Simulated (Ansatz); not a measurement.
**SiAsH₅ (singlet): wave-function methods side by side, cc-pVTZ**

The task here is to estimate one member of a computed series from the others.

The runs use Ansatz 0.2.0, Gaussian basis; cc-pVTZ, core rule «outside noble gas», up to 19 orbitals frozen.

To be run: UHF; CCSD(T) on RHF; BCCD(T) on RHF; CCSDT(Q) on RHF.

### The geometry

The geometry is a PBE0/def2-TZVP stationary point (not a proven minimum). No spin-orbit coupling is included. The filled d shell of As may be among the frozen orbitals whatever the setting's name suggests; the logs give the count.

7 atoms, charge 0, spin multiplicity 1.

Atoms are counted from 1 here; the program's logs count them from 0.

Bond lengths: Si1–As2 2.367 Å, Si1–H3 1.486 Å, Si1–H4 1.486 Å, Si1–H5 1.486 Å, As2–H6 1.523 Å, As2–H7 1.523 Å. Angles: As2–Si1–H3 108.2°, As2–Si1–H4 108.2°, As2–Si1–H5 113.5°, H3–Si1–H4 108.8°, H3–Si1–H5 109.0°, H4–Si1–H5 109.0°, Si1–As2–H6 92.2°, Si1–As2–H7 92.2°, H6–As2–H7 92.2°.

The first run:

Input file in.yaml:

```yaml
crystal:
  periodic: [false, false, false]
  atoms:
    - {symbol: Si, position_ang: [-0.028631, 0.000000, 1.671930]}
    - {symbol: As, position_ang: [0.038419, 0.000000, -0.693626]}
    - {symbol: H, position_ang: [0.688331, -1.208580, 2.156098]}
    - {symbol: H, position_ang: [0.688329, 1.208581, 2.156098]}
    - {symbol: H, position_ang: [-1.407476, -0.000001, 2.225245]}
    - {symbol: H, position_ang: [-1.013572, -1.097536, -0.783178]}
    - {symbol: H, position_ang: [-1.013574, 1.097534, -0.783178]}
basis:
  gaussian: {orbitals: cc-pVTZ}
magnetization: {spin_polarized: true, initial_magnetization: 0}
hamiltonian: {xc: hf}
output: {orbitals: {seedname: orbitals}}
```

Run with:

```sh
$ ansatz run in.yaml --threads 1 --pin off --events-out ev --progress --plain --max-ram 4096MiB --backend cpu
```

Steps of the session up to this table: UHF; CCSD(T) on RHF; BCCD(T) on RHF; CCSDT(Q) on RHF.

One of the session's tables, all rows but one given; the rest of the session is left out.

```
   method  from RCCSDT(Q) (meV)
      RHF                     ?
     RMP2               +1587.7
    RCCSD                +357.4
 RCCSD(T)                 +50.0
  BCCD(T)                 +48.3
   RCCSDT                 +13.8
RCCSDT(Q)                     0
```

Q: Estimate the row for RHF from the others.

The run gave: from RCCSDT(Q) (meV): +9164.6. In the column «from RCCSDT(Q) (meV)» it is the highest.

With the free atoms at the same levels and basis (separate runs), the atomisation energy is 18.291 eV at RCCSDT(Q), 18.280 eV at RCCSD(T), 13.664 eV at RHF.
